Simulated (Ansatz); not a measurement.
Geometry optimisation, DFT PBE, scalar-relativistic, plane waves, PAW (Ansatz 0.2.0).

The input (input.yaml):

```yaml
crystal:
  lattice:
    - [4.58, 0.0, 0.0]
    - [2.29, 3.966396, 0.0]
    - [0.0, 0.0, 16.382645]
  atoms:
    - { symbol: Be, position: [-0.1666667, 0.3333333, 0.0610402] }
    - { symbol: Be, position: [0.3333333, 0.3333333, 0.0610402] }
    - { symbol: Be, position: [-0.1666667, 0.8333333, 0.0610402] }
    - { symbol: Be, position: [0.3333333, 0.8333333, 0.0610402] }
    - { symbol: Be, position: [0.0, 0.0, 0.1705595] }
    - { symbol: Be, position: [0.5, 0.0, 0.1705595] }
    - { symbol: Be, position: [0.0, 0.5, 0.1705595] }
    - { symbol: Be, position: [0.5, 0.5, 0.1705595] }
    - { symbol: Be, position: [-0.1666667, 0.3333333, 0.2800787] }
    - { symbol: Be, position: [0.3333333, 0.3333333, 0.2800787] }
    - { symbol: Be, position: [-0.1666667, 0.8333333, 0.2800787] }
    - { symbol: Be, position: [0.3333333, 0.8333333, 0.2800787] }
    - { symbol: Be, position: [0.0, 0.0, 0.389598] }
    - { symbol: Be, position: [0.5, 0.0, 0.389598] }
    - { symbol: Be, position: [0.0, 0.5, 0.389598] }
    - { symbol: Be, position: [0.5, 0.5, 0.389598] }
    - { symbol: C, position: [0.1968665, 0.2854017, 0.5299904] }
    - { symbol: H, position: [0.4557511, 0.1735646, 0.508016] }
    - { symbol: H, position: [0.0486018, 0.5443727, 0.508016] }
    - { symbol: H, position: [0.0837331, 0.1393535, 0.508016] }
    - { symbol: H, position: [0.1968665, 0.2854017, 0.5965242] }
basis:
  ecutwfc: 420.0
kpoints:
  mp_grid: { grid: [4, 4, 1] }
hamiltonian:
  xc: pbe
scf:
  occupations: { method: fermi_dirac, width: 0.1 }
  lower_state_search: "off"
relax:
  f_tol: 0.03
  max_steps: 60
  adjacent_minimum: "off"
  constraints: [{ sites: [0, 1, 2, 3] }]
```

Run as:

```bash
$ ansatz run input.yaml --threads 1 --pin off --max-ram 3072MiB --backend cpu --events-out ev --progress --plain --runs-dir out
```

Q: Where does it end, and by what steps?

A: It converged. The force dipped under the threshold on the way, but the program's further checks kept it going. Limits of this set-up: coarse k mesh, thin slab, slab without dipole correction, no dispersion correction for a molecule that may bind weakly. After 16 steps the energy has fallen by 1.007 eV; H20 moved furthest, 2.32 Å.

```tsv
step	energy less start (eV)	largest force component (eV/Å)	accepted
0	0.0000	1.116	yes
1	-0.4596	0.455	yes
2	-0.6664	0.234	yes
3	-0.7819	0.147	yes
4	-0.8621	0.089	yes
5	-0.9180	0.074	yes
6	-0.9551	0.047	yes
7	-0.9770	0.028	yes
8	-0.9902	0.065	yes
9	-0.9971	0.103	yes
10	-0.9996	0.218	yes
11	-1.0033	0.162	yes
12	-1.0047	0.074	yes
13	-1.0058	0.006	yes
14	-1.0058	0.007	yes
15	-1.0064	0.028	yes
16	-1.0069	0.013	yes
```

```xyz
21
Lattice="4.5800 0.0000 0.0000 2.2900 3.9664 0.0000 0.0000 0.0000 16.3826" Properties=species:S:1:pos:R:3
Be 0.000 1.322 1.000
Be 2.290 1.322 1.000
Be 1.145 3.305 1.000
Be 3.435 3.305 1.000
Be 0.000 0.000 2.799
Be 2.290 0.000 2.799
Be 1.145 1.983 2.799
Be 3.435 1.983 2.799
Be 0.000 1.322 4.584
Be 2.290 1.322 4.585
Be 1.145 3.305 4.584
Be 3.435 3.305 4.584
Be 0.000 0.000 6.383
Be 2.290 -0.001 6.383
Be 1.145 1.984 6.384
Be 3.435 1.983 6.383
C 1.526 1.113 10.851
H 2.561 1.103 10.493
H 0.987 1.946 10.387
H 1.038 0.169 10.585
H 1.518 1.235 11.939
```

The run took 58 s on 1 thread of Intel(R) Xeon(R) 6975P-C (Granite Rapids), with other jobs on the host, peak memory 0.52 GiB.
